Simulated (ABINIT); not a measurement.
# SiF (R-3m) in ABINIT: single point with PBE+D2

Aim: the single point of SiF with PBE+D2.

Program: ABINIT 10.8.3 (patched build). These are calculated values, not measurements. Logs are shortened: lines on timing, memory, paths and dates and some standing lists are left out, and cuts for length are marked. The log counts tension as positive stress, the text compression.

### 1 Starting point

It takes space group R-3m (No. 166, trigonal). The conventional cell has a = 2.677 Å, b = 2.677 Å, c = 11.695 Å, α = 90.00°, β = 90.00°, γ = 120.00°. Si (site symmetry -3m) has 6 F at 2.49 Å and 6 Si at 2.68 Å as nearest neighbours. Around F (site symmetry -3m) lie 6 Si at 2.49 Å and 6 F at 2.68 Å.

The cell was built by a generator and needn't be a form met in nature.

### 2 Single point, PBE+D2

The input, run.abi:

```
# Pseudopotentials
pp_dirpath "./"
pseudos "Si.GGA_PBE-ansatz.xml, F.GGA_PBE-ansatz.xml"

# Structure
acell 3*1.0
rprim
     2.5295873904     1.4604559382     7.3667382489
    -2.5295873904     1.4604559382     7.3667382489
     0.0000000000    -2.9209118763     7.3667382489
ntypat 2
znucl 14 9
natom 2
typat 1 2
xcart
     0.0000000000     0.0000000000     5.8474650000
     0.0000000000     0.0000000000     0.0000000000 Angstrom

# Plane-wave basis
ecut 16.0
pawecutdg 32.0
pawxcdev 0

# k points
kptopt 1
ngkpt 9 9 9
nshiftk 1
shiftk 0.0 0.0 0.0

# Exchange and correlation
ixc 11
vdw_xc 5

# Bands and occupations
nband 10
occopt 3
tsmear 0.00183747

# SCF cycle
nstep 100
tolvrs 1.0e-9

# Output
iomode 3
prtwf 0
prtden 0
prteig 0
prtebands 0
```

Potentials or basis: Ansatz PAW PBE default generated set, frozen core.

Started as:

```console
$ abinit run.abi > log 2>&1
```

run.abo:

```text
[... set-up lines left out ...]
 ETOT  1  -28.368921592092    -2.837E+01 3.263E-01 1.936E+01
 ETOT  2  -28.372628844021    -3.707E-03 5.017E-02 1.556E+01
 ETOT  3  -28.363911517627     8.717E-03 1.531E-02 5.088E-01
 ETOT  4  -28.363884272042     2.725E-05 5.367E-03 5.820E-02
 ETOT  5  -28.363845477004     3.880E-05 2.953E-03 3.969E-04
 ETOT  6  -28.363847777689    -2.301E-06 9.221E-04 8.445E-04
 ETOT  7  -28.363847057228     7.205E-07 2.556E-04 1.331E-05
 ETOT  8  -28.363847064714    -7.486E-09 2.026E-04 1.938E-07
 ETOT  9  -28.363847065225    -5.110E-10 2.390E-05 7.166E-08
 ETOT 10  -28.363847065232    -7.439E-12 4.356E-05 1.807E-09
 ETOT 11  -28.363847065234    -1.226E-12 5.155E-06 5.672E-11

 At SCF step   11       nres2   =  5.67E-11 < tolvrs=  1.00E-09 =>converged.

 Cartesian components of stress tensor (hartree/bohr^3)
  sigma(1 1)=  9.96438450E-05  sigma(3 2)=  0.00000000E+00
  sigma(2 2)=  9.96438450E-05  sigma(3 1)=  0.00000000E+00
  sigma(3 3)=  8.34855733E-05  sigma(2 1)=  0.00000000E+00

--- !ResultsGS
iteration_state: {dtset: 1, }
comment   : Summary of ground state results
lattice_vectors:
- [  2.5295865,   1.4604554,   7.3667382, ]
- [ -2.5295848,   1.4604585,   7.3667382, ]
- [ -0.0000018,  -2.9209139,   7.3667382, ]
lattice_lengths: [   7.92468,    7.92468,    7.92468, ]
lattice_angles: [ 37.230,  37.230,  37.230, ] # degrees, (23, 13, 12)
lattice_volume:   1.6329190E+02
convergence: {deltae: -1.226E-12, res2:  5.672E-11, residm:  5.155E-06, diffor: null, }
etotal    :  -2.83638471E+01
entropy   :   0.00000000E+00
fermie    :   2.14860932E-01
cartesian_stress_tensor: # hartree/bohr^3
- [  9.96438450E-05,   0.00000000E+00,   0.00000000E+00, ]
- [  0.00000000E+00,   9.96438450E-05,   0.00000000E+00, ]
- [  0.00000000E+00,   0.00000000E+00,   8.34855733E-05, ]
pressure_GPa:  -2.7732E+00
xred      :
- [  5.0000E-01,   5.0000E-01,   5.0000E-01, Si]
- [  3.3281E-10,   3.3281E-10,   3.4993E-10,  F]
cartesian_forces: # hartree/bohr
- [ -0.00000000E+00,  -0.00000000E+00,  -0.00000000E+00, ]
- [ -0.00000000E+00,  -0.00000000E+00,  -0.00000000E+00, ]
force_length_stats: {min:   0.00000000E+00, max:   0.00000000E+00, mean:   0.00000000E+00, }
...

 Integrated electronic density in atomic spheres:
 ------------------------------------------------
 Atom  Sphere_radius  Integrated_density
    1        2.63806          3.00073680
    2        1.81225          6.65215819

================================================================================

 ----iterations are completed or convergence reached----

 Mean square residual over all n,k,spin=   21.164E-09; max=  51.550E-07
 reduced coordinates (array xred) for    2 atoms
       0.500000000333      0.500000000333      0.500000000350
       0.000000000333      0.000000000333      0.000000000350
 rms dE/dt=  0.0000E+00; max dE/dt=  0.0000E+00; dE/dt below (all hartree)
    1       0.000000000000      0.000000000000      0.000000000000
    2       0.000000000000      0.000000000000      0.000000000000

 cartesian coordinates (angstrom) at end:
    1     -0.00000000000000    -0.00000000000000     5.84746500000000
    2     -0.00000000000000    -0.00000000002646     0.00000000395896

 cartesian forces (hartree/bohr) at end:
    1     -0.00000000000000    -0.00000000000000    -0.00000000000000
    2     -0.00000000000000    -0.00000000000000    -0.00000000000000
 frms,max,avg= 0.0000000E+00 0.0000000E+00   0.000E+00  0.000E+00  0.000E+00 h/b

 cartesian forces (eV/Angstrom) at end:
    1     -0.00000000000000    -0.00000000000000    -0.00000000000000
    2     -0.00000000000000    -0.00000000000000    -0.00000000000000
 frms,max,avg= 0.0000000E+00 0.0000000E+00   0.000E+00  0.000E+00  0.000E+00 e/A
 length scales=  7.924681093451  7.924681093451  7.924681093451 bohr
              =  4.193560635483  4.193560635483  4.193560635483 angstroms
 Fermi (or HOMO) energy (hartree) =   0.21486   Average Vxc (hartree)=  -0.39448
 Eigenvalues (hartree) for nkpt=  85  k points:
 kpt#   1, nband= 10, wtk=  0.00137, kpt=  0.0000  0.0000  0.0000 (reduced coord)
  -0.66110   -0.17731   -0.04805    0.09494    0.09494    0.34095    0.50247    0.62592
   0.62592    0.68931
      occupation numbers for kpt#   1
   2.00000    2.00000    2.00000    2.00000    2.00000    0.00000    0.00000    0.00000
   0.00000    0.00000
 prteigrs : prtvol=0 or 1, do not print more k-points.

--- !EnergyTerms
iteration_state     : {dtset: 1, }
comment             : Components of total free energy in Hartree
kinetic             :  8.96373645038504E+00
hartree             :  8.84386288048514E+00
xc                  : -4.94553322993765E+00
Ewald energy        : -2.07944966401842E+01
psp_core            :  8.36189214806756E-01
local_psp           : -2.34181762213293E+01
PAW spherical_terms :  2.16123410009264E+00
VdWaals_dft_d       : -1.06321112675342E-02
internal            : -2.83638155569492E+01
'-kT*entropy'       : -2.86332516593856E-05
total_energy        : -2.83638441902008E+01
total_energy_eV     : -7.71819519680379E+02
...

--- !EnergyTermsDC
iteration_state     : {dtset: 1, }
comment             : '"Double-counting" decomposition of free energy'
band_energy         : -1.03939852672880E+00
Ewald energy        : -2.07944966401842E+01
psp_core            :  8.36189214806756E-01
xc_dc               : -8.33569354576508E+00
PAW spherical_terms :  9.80213177156920E-01
VdWaals_dft_d       : -1.06321112675342E-02
internal            : -2.83638184319820E+01
'-kT*entropy'       : -2.86332516593856E-05
total_energy_dc     : -2.83638470652336E+01
total_energy_dc_eV  : -7.71819597914007E+02
...

--- !EnergyTermsWithPAWCore
iteration_state     : {dtset: 1, }
comment             : 'Components of total free energy, including PAW core contributions'
Total energy        : -3.89198733893402E+02
Total energy DC     : -3.89198736768435E+02
Total energy (eV)   : -1.05906370744201E+04
Total energy DC (eV): -1.05906371526538E+04
...

 Cartesian components of stress tensor (hartree/bohr^3)
  sigma(1 1)=  9.96438450E-05  sigma(3 2)=  0.00000000E+00
  sigma(2 2)=  9.96438450E-05  sigma(3 1)=  0.00000000E+00
  sigma(3 3)=  8.34855733E-05  sigma(2 1)=  0.00000000E+00

-Cartesian components of stress tensor (GPa)         [Pressure= -2.7732E+00 GPa]
- sigma(1 1)=  2.93162313E+00  sigma(3 2)=  0.00000000E+00
- sigma(2 2)=  2.93162313E+00  sigma(3 1)=  0.00000000E+00
- sigma(3 3)=  2.45623037E+00  sigma(2 1)=  0.00000000E+00

== END DATASET(S) ==============================================================
================================================================================

 -outvars: echo values of variables after computation  --------
            acell      7.9246810935E+00  7.9246810935E+00  7.9246810935E+00 Bohr
           etotal     -2.8363847065E+01
            fcart     -0.0000000000E+00 -0.0000000000E+00 -0.0000000000E+00
                      -0.0000000000E+00 -0.0000000000E+00 -0.0000000000E+00
            rprim      3.1920357233E-01  1.8429201318E-01  9.2959428424E-01
                      -3.1920335129E-01  1.8429239603E-01  9.2959428424E-01
                      -2.2103592617E-07 -3.6858440920E-01  9.2959428424E-01
           strten      9.9643845000E-05  9.9643845000E-05  8.3485573306E-05
                       0.0000000000E+00  0.0000000000E+00  0.0000000000E+00
           xangst     -8.0298157948E-17 -2.0203809718E-16  5.8474650000E+00
                      -1.5867018742E-17 -2.6458756278E-11  3.9589593586E-09
             xred      5.0000000033E-01  5.0000000033E-01  5.0000000035E-01
                       3.3281333245E-10  3.3281333245E-10  3.4993119513E-10
 Calculation completed.
```

It took 30 s on 1 thread of Arm Neoverse V2, shared host; peak memory 0.21 GiB.

What came out:

| Item | Value |
| --- | --- |
| Free energy | -771.8196 eV |
| Pressure | -2.8 GPa |
| Band gap on the k mesh | none (metal or under the smearing width) |

Levels at points of the mesh, in eV from the Fermi level:
```tsv
k point	band 2	band 3	band 4	band 5	band 6	band 7	band 8	band 9
(0.00, 0.00, 0.00)	-10.67	-7.15	-3.26	-3.26	3.43	7.83	11.19	11.19
```

Caveat: an odd number of electrons without spin polarisation forces a metal; a magnetic or distorted state may lie lower; pairwise dispersion overbinds metals, which lowers pressure and volume; the atomic spheres overlap.
